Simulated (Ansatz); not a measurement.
# MgSc: the cost of one run

Computed with Ansatz 0.2.0 (DFT PBEsol, scalar-relativistic, plane waves, PAW, unless a step's input says otherwise).

**1. The starting structure**

The structure is cubic, space group Pm-3m (No. 221). Conventional cell: a = 3.596 Å, b = 3.596 Å, c = 3.596 Å, α = 90.00°, β = 90.00°, γ = 90.00°. Mg (site symmetry m-3m) has 8 Sc at 3.11 Å as nearest neighbours. Sc (site symmetry m-3m) is surrounded by 8 Mg at 3.11 Å.

As a file:

```
Mg Sc
1.0
     3.59645    0.00000    0.00000
     0.00000    3.59645    0.00000
     0.00000    0.00000    3.59645
Mg Sc
1 1
Direct
  0.00000 0.00000 0.00000
  0.50000 0.50000 0.50000
```

It goes back to an entry of the Materials Project, which need not be the stable form.

The cell is taken as given, not relaxed at this level.

**2. The undisturbed cell**

input.yaml

```yaml
crystal:
  lattice:
    - [3.59645124, 0.0, 0.0]
    - [0.0, 3.59645124, 0.0]
    - [0.0, 0.0, 3.59645124]
  atoms:
    - { symbol: Mg, position: [0.0, 0.0, 0.0] }
    - { symbol: Sc, position: [0.5, 0.5, 0.5] }
basis:
  ecutwfc: 420
kpoints:
  mp_grid: { grid: [14, 14, 14] }
hamiltonian:
  xc: pbesol
scf:
  occupations: { method: gaussian, width: 0.15 }
output:
  forces: true
  stress: true
  eigenvalues: true
```

**Question.** How long does this run take on 1 thread of an Arm CPU, shared host, and how much memory does it need?

About 7.7 s, with a peak of 0.37 GiB.
